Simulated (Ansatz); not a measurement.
This script makes vertical spin-state energies of CH₄BI, SMILES BCI with Ansatz 0.2.0 through its Python package.

The script, `spin_ch4bi.py`:
```python
# -*- coding: utf-8 -*-
import ansatz as az


def main():
    mol = (
        az.Crystal.molecule()
        .atom("B", (-0.7828, 0.1143, -0.4514))
        .atom("C", (0.5811, 0.0929, 0.2511))
        .atom("I", (0.8851, -1.8437, 1.0622))
        .atom("H", (-1.4677, -0.7739, -0.4933))
        .atom("H", (-1.1807, 1.1559, -0.9948))
        .atom("H", (0.6191, 0.8647, 1.0646))
        .atom("H", (1.4072, 0.3218, -0.4842))
    )

    setup = (
        mol.calculation()
        .basis(gaussian="x2c-TZVPPall")
        .functional("B3LYP")
    )
    found = {}
    for unpaired in [0, 2, 4]:
        summary = setup.spin("collinear", total=unpaired).run(threads=1, backend="cpu").report
        s = unpaired / 2
        found[unpaired] = summary["free_energy_ev"]
        print(f"2S+1 = {unpaired + 1}: E = {found[unpaired]:.5f} eV, <S^2> = {abs(summary['mean_field']['state']['spin_squared']):.3f} (pure state {s * (s + 1):.2f})")
    lowest = min(found, key=found.get)
    for unpaired, e in found.items():
        print(f"multiplicity {unpaired + 1}: {23.060548 * (e - found[lowest]):.1f} kcal/mol above the lowest")


if __name__ == "__main__":
    main()
```

Which spin state is lowest at this geometry, and how far above lie the others?

In order: multiplicity 1 (+0.00 eV), multiplicity 3 (+4.17 eV) and multiplicity 5 (+9.06 eV), all at the one geometry.

The output:

`python spin_ch4bi.py` gives:
```text
2S+1 = 1: E = -195411.87257 eV, <S^2> = 0.000 (pure state 0.00)
2S+1 = 3: E = -195407.69993 eV, <S^2> = 2.006 (pure state 2.00)
2S+1 = 5: E = -195402.80932 eV, <S^2> = 6.007 (pure state 6.00)
multiplicity 1: 0.0 kcal/mol above the lowest
multiplicity 3: 96.2 kcal/mol above the lowest
multiplicity 5: 209.0 kcal/mol above the lowest
```

Caveats:
- Total energies depend on the basis set; only differences at equal settings carry meaning.
- The geometry is a force-field or estimated start, not a minimum of this method, and the basis set is short of its limit. All parts are taken at fixed geometry, without zero-point energy.
- b3lyp holds the VWN-RPA fit, as in Gaussian; the form of ORCA and Turbomole is b3lyp5.
- Spin-orbit coupling, which mixes and shifts the spin states of heavy atoms, is left out.
- Hardware and time: 3 min on 1 thread of Arm Neoverse N1 (shared host), peak memory 0.88 GiB.
